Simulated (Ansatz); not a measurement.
# Al4B3Sb: the cost of one run

Computed with Ansatz 0.2.0 (DFT PBE, scalar-relativistic, plane waves, PAW, unless a step names another level, unless a step's input says otherwise).

2 further runs of the same task are left out: 1 that didn't finish, 1 set aside as unsound or not needed. Runs told in other sessions of the task aren't counted.

### 1 The system as given

Symmetry: P-3m1, No. 164, trigonal system. Conventional cell: a = 3.511 Å, b = 3.511 Å, c = 10.487 Å, α = 90.00°, β = 90.00°, γ = 120.00°. Al (site symmetry 3m) has 3 B at 2.36 Å in its first shell of neighbours. Al (site symmetry 3m) has 6 B at 2.15 to 2.31 Å in its first shell of neighbours. B (site symmetry -3m) is surrounded by 2 B at 1.83 Å and 6 Al at 2.31 Å. B (site symmetry 3m) has 1 B at 1.83 Å and 6 Al at 2.15 to 2.36 Å in its first shell of neighbours. Sb (site symmetry -3m) is surrounded by 6 Al at 2.99 Å and 2 B at 3.41 Å.

As a file:

```cif
data_structure
_symmetry_space_group_name_H-M 'P 1'
_symmetry_Int_Tables_number 1
_cell_length_a 3.5110
_cell_length_b 3.5110
_cell_length_c 10.4868
_cell_angle_alpha 90.000
_cell_angle_beta 90.000
_cell_angle_gamma 120.000
_cell_volume 111.95
loop_
_atom_site_label
_atom_site_type_symbol
_atom_site_fract_x
_atom_site_fract_y
_atom_site_fract_z
_atom_site_occupancy
Al1 Al 0.33333 0.66667 0.79008 1
Al2 Al 0.33333 0.66667 0.39364 1
Al3 Al 0.66667 0.33333 0.20992 1
Al4 Al 0.66667 0.33333 0.60636 1
B1 B 0.00000 0.00000 0.50000 1
B2 B 0.00000 0.00000 0.32529 1
B3 B 0.00000 0.00000 0.67471 1
Sb1 Sb 0.00000 0.00000 0.00000 1
```

It came out lowest among 35 distinct ends of the trial cells. At a tolerance of 0.05 Å it has space group P-3m1 (No. 164).

### 2 A stricter relaxation, on the response runs' mesh and smearing

Input file input.yaml:

```yaml
crystal:
  lattice:
    - [3.5109849781, 0.0, 0.0]
    - [-1.755492489, 3.0406021833, 0.0]
    - [0.0, 0.0, 10.4868051298]
  atoms:
    - { symbol: Al, position: [0.3333333333, 0.6666666667, 0.7900803224] }
    - { symbol: Al, position: [0.3333333333, 0.6666666667, 0.3936370654] }
    - { symbol: Al, position: [0.6666666667, 0.3333333333, 0.2099196776] }
    - { symbol: Al, position: [0.6666666667, 0.3333333333, 0.6063629346] }
    - { symbol: B, position: [0.0, 0.0, 0.5] }
    - { symbol: B, position: [0.0, 0.0, 0.3252902034] }
    - { symbol: B, position: [0.0, 0.0, 0.6747097966] }
    - { symbol: Sb, position: [0.0, 0.0, 0.0] }
basis:
  ecutwfc: 420
kpoints:
  mp_grid: { grid: [12, 12, 4] }
hamiltonian:
  xc: pbe
scf:
  occupations: { method: gaussian, width: 0.1 }
output:
  forces: true
  stress: true
  eigenvalues: true
relax:
  adjacent_minimum: "off"
  f_tol: 0.001
  max_steps: 60
  cell: { stress_tol: 0.01 }
```

Command:

```sh
$ ansatz run input.yaml --threads 3 --pin off --max-ram 7680MiB --backend cpu --events-out ev --progress --plain --runs-dir out
```

**Question.** How long does this run take on 3 threads of Intel Xeon Platinum 8488C (Sapphire Rapids), shared host, and how much memory does it need?

About 9.6 s, with a peak of 0.58 GiB.
